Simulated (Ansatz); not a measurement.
# Cl2H2O2Si: the cost of one run

Program: Ansatz 0.2.0. Level of theory: RKS PBE0/6-31G*. These are calculated values, not measurements.

## Step 1: Starting point

Bond lengths: Si1–Cl2 2.130 Å, Si1–O3 1.680 Å, O3–H4 1.010 Å, Si1–O5 1.679 Å, O5–H6 1.010 Å, Si1–Cl7 2.128 Å. Angles: Cl2–Si1–O3 109.4°, Cl2–Si1–O5 109.5°, Cl2–Si1–Cl7 109.5°, O3–Si1–O5 109.5°, O3–Si1–Cl7 109.5°, O5–Si1–Cl7 109.5°, Si1–O3–H4 109.5°, Si1–O5–H6 109.5°.

Structure file:

```xyz
7

Si    0.0000    0.0000    0.0000
Cl    0.0000    0.0000    2.1300
O     1.5842    0.0000   -0.5594
H     1.9006   -0.9521   -0.6761
O    -0.7913    1.3709   -0.5594
H    -1.7491    1.1401   -0.7818
Cl   -1.0032   -1.7381   -0.7093
```

## Step 2: Preparing the start

The input, input.yaml:

```yaml
crystal:
  periodic: [false, false, false]
  atoms:
    - { symbol: Si, position_ang: [0.0, 0.0, 0.0] }
    - { symbol: Cl, position_ang: [0.0, 0.0, 2.13] }
    - { symbol: O, position_ang: [1.5842, 0.0, -0.5594] }
    - { symbol: H, position_ang: [1.9006, -0.9521, -0.6761] }
    - { symbol: O, position_ang: [-0.7913, 1.3709, -0.5594] }
    - { symbol: H, position_ang: [-1.7491, 1.1401, -0.7818] }
    - { symbol: Cl, position_ang: [-1.0032, -1.7381, -0.7093] }
basis:
  gaussian: { orbitals: "6-31G*" }
hamiltonian:
  xc: pbe0
relax:
  f_tol: 0.02
  max_steps: 40
```

Command:

```
$ ansatz run input.yaml --threads 2 --pin off --max-ram 3072MiB --backend cpu --events-out ev --progress --plain --runs-dir out
```

Q: Estimate wall time and peak memory on 2 threads of Arm Neoverse V2, shared host.

About 24 s, with a peak of 0.19 GiB.
